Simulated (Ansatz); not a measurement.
This script makes a ladder of basis sets of ClGeH, SMILES [Cl][GeH] with Ansatz 0.2.0 through its Python package.

Script `clgeh.py`:
```python
import ansatz as az

geometry_ang = [
    ("Cl", (1.2732, -1.056, 0.5736)),
    ("Ge", (-0.5981, -0.2781, -0.3546)),
    ("H", (-0.686, 1.2694, -0.2323)),
]
mol = az.Crystal.molecule()
for symbol, xyz in geometry_ang:
    mol = mol.atom(symbol, xyz)

job = mol.calculation().functional("pbe0").accuracy("medium")

energies = {}
for basis in ["def2-SVP", "def2-SVPD", "def2-TZVP", "def2-TZVPP"]:
    summary = job.basis(gaussian=basis).run(threads=1, pin="off").report
    size = summary["n_frozen"] + summary["n_occupied"][0] + summary["n_virtual"][0]
    energies[basis] = (summary["reference_energy_ev"] / 27.211386246, summary["free_energy_ev"] / 27.211386246)
    print(f"{basis:14s} {size:4d} orbitals  reference {energies[basis][0]:14.6f} Ha  total {energies[basis][1]:14.6f} Ha")

last = energies["def2-TZVPP"][1]
for basis, (_, total) in energies.items():
    print(f"{basis:14s} lies {27.211386 * (total - last):9.4f} eV above def2-TZVPP")
```

How far does the total energy move along this ladder of basis sets?

Against def2-SVP: def2-SVPD -9.3 mHa, def2-TZVP -421.7 mHa and def2-TZVPP -422.0 mHa. The last step alone is -0.24 mHa (these two sets differ little on atoms other than hydrogen). From the first set to the last the time grows from 1.6 to 2.6 s.

The run itself:

```console
$ python clgeh.py
def2-SVP         55 orbitals  reference   -2536.982510 Ha  total   -2536.982510 Ha
def2-SVPD        73 orbitals  reference   -2536.991828 Ha  total   -2536.991828 Ha
def2-TZVP        91 orbitals  reference   -2537.404242 Ha  total   -2537.404242 Ha
def2-TZVPP      104 orbitals  reference   -2537.404479 Ha  total   -2537.404479 Ha
def2-SVP       lies   11.4823 eV above def2-TZVPP
def2-SVPD      lies   11.2288 eV above def2-TZVPP
def2-TZVP      lies    0.0064 eV above def2-TZVPP
def2-TZVPP     lies    0.0000 eV above def2-TZVPP
```

Caveats:
- These settings explore the input space; basis and method may be short of convergence.
- The geometry is a force-field or estimated start, not a minimum of this method, and the last set is no limit. Much of the fall in a total is atomic energy, which cancels in bond and reaction energies.
- The whole script took 9.8 s on 1 thread of Arm Neoverse N1 (shared host), peak memory 0.23 GiB.

(Lines on the test bed's own set-up are left out of the output.)
